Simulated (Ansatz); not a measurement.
# K: strong compression

The task here is to estimate one member of a computed series from the others.

Computed with Ansatz 0.2.0 (DFT PBEsol, with the methods named in each step, unless a step's input says otherwise).

1 further run of the same task is left out (it didn't finish). Runs told in other sessions of the task aren't counted.

## The starting structure

Symmetry: P6_3/mmc, No. 194, hexagonal system. The conventional cell has a = 4.667 Å, b = 4.667 Å, c = 7.561 Å, α = 90.00°, β = 90.00°, γ = 120.00°.

As a file:

```
CELL_PARAMETERS angstrom
4.66736 0.00000 0.00000
-2.33368 4.04205 0.00000
0.00000 0.00000 7.56112
ATOMIC_POSITIONS crystal
K 0.33333 0.66667 0.25000
K 0.66667 0.33333 0.75000
```

Whether this phase is the stable one at these pressures isn't tested.

Atoms are numbered in the order of the input: K1, K2.

Set-up of the first run:

The input, input.yaml:

```yaml
crystal:
  lattice:
    - [4.667360186, 0.0, 0.0]
    - [-2.333680093, 4.0420524897, 0.0]
    - [0.0, 0.0, 7.5611235014]
  atoms:
    - { symbol: K, position: [0.3333333333, 0.6666666667, 0.25] }
    - { symbol: K, position: [0.6666666667, 0.3333333333, 0.75] }
kpoints:
  mp_grid: { grid: [10, 10, 5] }
scf:
  occupations: { method: fermi_dirac, width: 0.05 }
hamiltonian:
  xc: pbesol
  pseudopotentials: { kind: paw }
output:
  forces: true
  stress: true
relax:
  f_tol: 0.005
  max_steps: 40
  cell: {}
```

Command:

```
$ ansatz run input.yaml --threads 1 --pin off --max-ram 2048MiB --backend cpu --events-out ev --progress --plain --runs-dir out
```

Among the steps run: Cell relaxed at zero pressure, PAW; Volume scaled by 1, PAW; Shape and atoms relaxed at 0.9 of the volume, PAW; Volume scaled by 0.9, PAW; Shape and atoms relaxed at 0.8 of the volume, PAW; Volume scaled by 0.8, PAW; Shape and atoms relaxed at 0.7 of the volume, PAW; Volume scaled by 0.7, PAW; Shape and atoms relaxed at 0.6 of the volume, PAW; Volume scaled by 0.6, PAW; Volume scaled by 0.6, PAW (cutoff 1000 eV); Shape and atoms relaxed at 0.5 of the volume, PAW; Volume scaled by 0.5, PAW; Shape and atoms relaxed at 0.4 of the volume, PAW; Volume scaled by 0.4, PAW; Volume scaled by 0.4, PAW (level accurate).

One table of the session follows, with a row left open; its other results are not shown here.

| method | volume over the first | volume (Å³/atom) | pressure (GPa) |
| --- | --- | --- | --- |
| PAW | 1 | 71.323 | -0.01 |
| PAW | 0.9 | 64.191 | 0.46 |
| PAW | 0.8 | 57.058 | 1.24 |
| PAW | 0.7 | ? | ? |
| PAW | 0.6 | 42.794 | 4.84 |
| PAW | 0.5 | 35.661 | 9.04 |
| PAW | 0.4 | 28.529 | 16.33 |
| PAW (cutoff 1000 eV) | 0.6 | 42.794 | 4.84 |
| PAW (level accurate) | 0.4 | 28.529 | 16.33 |

Estimate the missing values for PAW, 0.7.

As computed: volume (Å³/atom): 49.926; pressure (GPa): 2.54. In the column «volume (Å³/atom)» it lies between PAW (cutoff 1000 eV), 0.6 (42.794) and PAW, 0.8 (57.058).
